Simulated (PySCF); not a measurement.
# C6H8FOP: magnetic properties

Wanted: magnetic properties for C6H8FOP (`C=CC[P@]1(=O)C(C)=C1F`).

Programs: PySCF 2.14.0, with routines of our own; each step states its level. All values are computed. Atoms count from 0.

## 1. The system as given

17 atoms, charge 0, multiplicity 1; geometry from: GFN2-xTB.

## 2. Magnetic properties: GIAO PBE/pcSseg-1

What the job is given:

```
{"job": {"kind": "mag", "xc": "PBE", "basis": "pcSseg-1", "isotopologues": 0}, "charge": 0, "multiplicity": 1}
C     -2.296431    -0.635912     0.201146
C     -1.704122     0.536188     0.336909
C     -1.077510     1.283343    -0.783171
P      0.760119     1.179572    -0.733666
O      1.455201     1.948252    -1.768173
C      1.411289    -0.289602     0.125211
C      1.827057    -1.702729     0.130595
C      1.411630     0.804079     0.902119
F      1.825497     1.104583     2.131501
H     -2.380806    -1.122481    -0.757051
H     -2.726639    -1.153275     1.040746
H     -1.629110     1.002283     1.309689
H     -1.306490     2.353161    -0.757050
H     -1.364086     0.892531    -1.763578
H      2.360137    -1.935380     1.051129
H      0.953295    -2.348820     0.046540
H      2.473972    -1.903761    -0.722805
```

Method: GIAO PBE/pcSseg-1 magnetisability, rotational g tensor and spin-rotation constants, non-relativistic, gas phase.

The run is started by

```sh
OMP_NUM_THREADS=1 python excited_run.py task.json out
```

The driver reads the jobs from task.json and runs them one after another.

Output:

```text
coarse grid: 15272 points
cycle   1  E = -748.7401829743  dE =  1.403e+00  |g| = 1.158e+00  |ddm| = 4.087e+00
cycle   2  E = -746.4313949370  dE =  2.309e+00  |g| = 3.236e+00  |ddm| = 5.447e+00
cycle   3  E = -748.8879952665  dE = -2.457e+00  |g| = 6.850e-01  |ddm| = 5.178e+00
cycle   4  E = -748.9991044324  dE = -1.111e-01  |g| = 2.275e-01  |ddm| = 1.084e+00
cycle   5  E = -749.0079653115  dE = -8.861e-03  |g| = 1.051e-01  |ddm| = 3.136e-01
cycle   6  E = -749.0101894576  dE = -2.224e-03  |g| = 3.431e-02  |ddm| = 1.379e-01
cycle   7  E = -749.0104021121  dE = -2.127e-04  |g| = 1.473e-02  |ddm| = 3.686e-02
cycle   8  E = -749.0104437817  dE = -4.167e-05  |g| = 6.130e-03  |ddm| = 1.716e-02
cycle   9  E = -749.0104521745  dE = -8.393e-06  |g| = 2.250e-03  |ddm| = 6.569e-03
final grid: 144968 points
cycle  10  E = -749.1084801711  dE =  2.939e-05  |g| = 2.466e-02  |ddm| = 4.154e-02
cycle  11  E = -749.1076569218  dE =  8.232e-04  |g| = 6.706e-02  |ddm| = 9.050e-02
cycle  12  E = -749.1085982365  dE = -9.413e-04  |g| = 8.409e-03  |ddm| = 7.325e-02
cycle  13  E = -749.1086133844  dE = -1.515e-05  |g| = 1.055e-03  |ddm| = 7.308e-03
cycle  14  E = -749.1086135587  dE = -1.743e-07  |g| = 6.041e-04  |ddm| = 1.525e-03
cycle  15  E = -749.1086136318  dE = -7.304e-08  |g| = 1.749e-04  |ddm| = 7.419e-04
cycle  16  E = -749.1086136393  dE = -7.524e-09  |g| = 4.048e-05  |ddm| = 1.912e-04
cycle  17  E = -749.1086136396  dE = -3.261e-10  |g| = 1.837e-05  |ddm| = 5.666e-05
converged SCF energy = -749.1086136396

Magnetisability tensor (1e-30 J/T^2)
    -1359.07       12.25       74.86
       12.25    -1262.20       67.07
       74.86       67.07    -1152.78
isotropic -1258.01   principal values   -1384.16  -1289.65  -1100.23
isotropic susceptibility -75.759 1e-6 cm^3/mol

Inertial axes            a          b          c
rot. const./GHz      1.4650     1.1404     0.9329
chi total           -79.070    -77.487    -70.721
chi diamagnetic    -917.116  -1146.494  -1371.025
chi paramagnetic    838.046   1069.007   1300.304
quadrupole/D A        2.078     -8.274      6.196
g nuclear            0.5562     0.5591     0.5521
g electronic        -0.5768    -0.5727    -0.5699
g total             -0.0206    -0.0136    -0.0178

Spin-rotation constants (kHz, H = +C I.J)
atom  isotope        aa         bb         cc
  3    31P        2.165      1.372      1.677
  8    19F        1.084      1.417      1.927
  9     1H       -0.140     -0.102      0.050
 10     1H       -0.148      0.072     -0.087
 11     1H       -0.135     -0.098      0.052
 12     1H       -0.135     -0.057     -0.026
 13     1H       -0.087     -0.113     -0.016
 14     1H       -0.071     -0.041     -0.091
 15     1H       -0.035     -0.091     -0.086
 16     1H       -0.135     -0.096     -0.015
  0    13C*       0.292      0.413      0.331
  1    13C*       0.285      0.456      0.364
  2    13C*       0.270      0.180      0.208
  4    17O*      -0.185     -0.299     -0.178
  5    13C*       0.443      0.420      0.334
  6    13C*       0.193      0.151      0.141
  7    13C*       0.538      0.499      0.362
* in the singly substituted isotopologue
```

Wall time 57 s (1 thread of Arm Neoverse V1, shared host); peak memory 0.72 GiB.

Key values:

```
              quantity                      value
       magnetisability           -1258·10⁻³⁰ J/T²
  molar susceptibility         -75.8·10⁻⁶ cm³/mol
rotational g (a, b, c)  -0.0206, -0.0136, -0.0178
```

## 3. Magnetic properties: GIAO OPBE/6-31++G**

What the job is given:

```
{"job": {"kind": "mag", "xc": "OPBE", "basis": "6-31++G**", "scf": {"max_cycle": 66}}, "charge": 0, "multiplicity": 1}
C     -2.227538    -0.616835     0.195112
C     -1.652998     0.520102     0.326802
C     -1.045185     1.244843    -0.759676
P      0.737315     1.144185    -0.711656
O      1.411545     1.889804    -1.715128
C      1.368950    -0.280914     0.121455
C      1.772245    -1.651647     0.126677
C      1.369281     0.779957     0.875055
F      1.770732     1.071446     2.067556
H     -2.309382    -1.088807    -0.734339
H     -2.644840    -1.118677     1.009524
H     -1.580237     0.972215     1.270398
H     -1.267295     2.282566    -0.734338
H     -1.323163     0.865755    -1.710671
H      2.289333    -1.877319     1.019595
H      0.924696    -2.278355     0.045144
H      2.399753    -1.846648    -0.701121
```

Method: GIAO OPBE/6-31++G** magnetisability, rotational g tensor and spin-rotation constants, non-relativistic, gas phase.

Output:

```text
final grid: 144968 points
cycle   1  E = -749.3089658196  dE =  1.917e+00  |g| = 1.056e+00  |ddm| = 1.325e+01
cycle   2  E = -747.8198876216  dE =  1.489e+00  |g| = 2.688e+00  |ddm| = 1.847e+01
cycle   3  E = -749.4802194685  dE = -1.660e+00  |g| = 5.358e-01  |ddm| = 1.578e+01
cycle   4  E = -749.5509743384  dE = -7.075e-02  |g| = 1.556e-01  |ddm| = 6.441e+00
cycle   5  E = -749.5556435402  dE = -4.669e-03  |g| = 6.861e-02  |ddm| = 1.539e+00
cycle   6  E = -749.5566954826  dE = -1.052e-03  |g| = 1.778e-02  |ddm| = 5.076e-01
cycle   7  E = -749.5567587932  dE = -6.331e-05  |g| = 6.291e-03  |ddm| = 9.095e-02
cycle   8  E = -749.5567671937  dE = -8.401e-06  |g| = 3.048e-03  |ddm| = 3.671e-02
cycle   9  E = -749.5567692538  dE = -2.060e-06  |g| = 9.412e-04  |ddm| = 1.749e-02
cycle  10  E = -749.5567694402  dE = -1.863e-07  |g| = 3.234e-04  |ddm| = 5.348e-03
cycle  11  E = -749.5567694581  dE = -1.795e-08  |g| = 1.528e-04  |ddm| = 1.377e-03
cycle  12  E = -749.5567694640  dE = -5.907e-09  |g| = 2.609e-05  |ddm| = 6.279e-04
cycle  13  E = -749.5567694640  dE = -3.183e-11  |g| = 2.393e-05  |ddm| = 2.746e-04
converged SCF energy = -749.5567694640

Magnetisability tensor (1e-30 J/T^2)
    -1337.80        9.50       80.09
        9.50    -1251.04       67.14
       80.09       67.14    -1144.84
isotropic -1244.56   principal values   -1368.63  -1276.37  -1088.68
isotropic susceptibility -74.949 1e-6 cm^3/mol

Inertial axes            a          b          c
rot. const./GHz      1.5570     1.2120     0.9915
chi total           -77.713    -76.986    -70.149
chi diamagnetic    -867.320  -1082.490  -1294.637
chi paramagnetic    789.607   1005.504   1224.488
quadrupole/D A        2.191     -8.655      6.464
g nuclear            0.5562     0.5591     0.5521
g electronic        -0.5776    -0.5725    -0.5704
g total             -0.0214    -0.0134    -0.0183

Spin-rotation constants (kHz, H = +C I.J)
atom  isotope        aa         bb         cc
  3    31P        1.977      1.233      1.551
  8    19F        0.781      1.154      1.626
  9     1H       -0.157     -0.114      0.055
 10     1H       -0.167      0.079     -0.097
 11     1H       -0.151     -0.109      0.058
 12     1H       -0.152     -0.066     -0.032
 13     1H       -0.097     -0.126     -0.021
 14     1H       -0.084     -0.049     -0.104
 15     1H       -0.045     -0.105     -0.098
 16     1H       -0.156     -0.111     -0.019
  0    13C*       0.248      0.366      0.295
  1    13C*       0.240      0.406      0.323
  2    13C*       0.227      0.140      0.170
  4    17O*      -0.117     -0.237     -0.138
  5    13C*       0.381      0.370      0.289
  6    13C*       0.148      0.118      0.112
  7    13C*       0.470      0.440      0.319
* in the singly substituted isotopologue
```

It took 67 s on 1 thread of Arm Neoverse V1, shared host; peak memory 0.77 GiB.

All coordinates were scaled by 0.97, so these values belong to a distorted geometry and are kept out of the summary.

## 4. Results

```
                                          quantity                               value
       magnetisability (step 2, GIAO PBE/pcSseg-1)                    -1258·10⁻³⁰ J/T²
  molar susceptibility (step 2, GIAO PBE/pcSseg-1)                  -75.8·10⁻⁶ cm³/mol
rotational g (a, b, c) (step 2, GIAO PBE/pcSseg-1)           -0.0206, -0.0136, -0.0178
                                              runs  0 failed, 1 ended on unsound input
```

**Reading.** The values above hold for this geometry and these levels alone. Vibrational averaging and real surroundings are missing from these values.
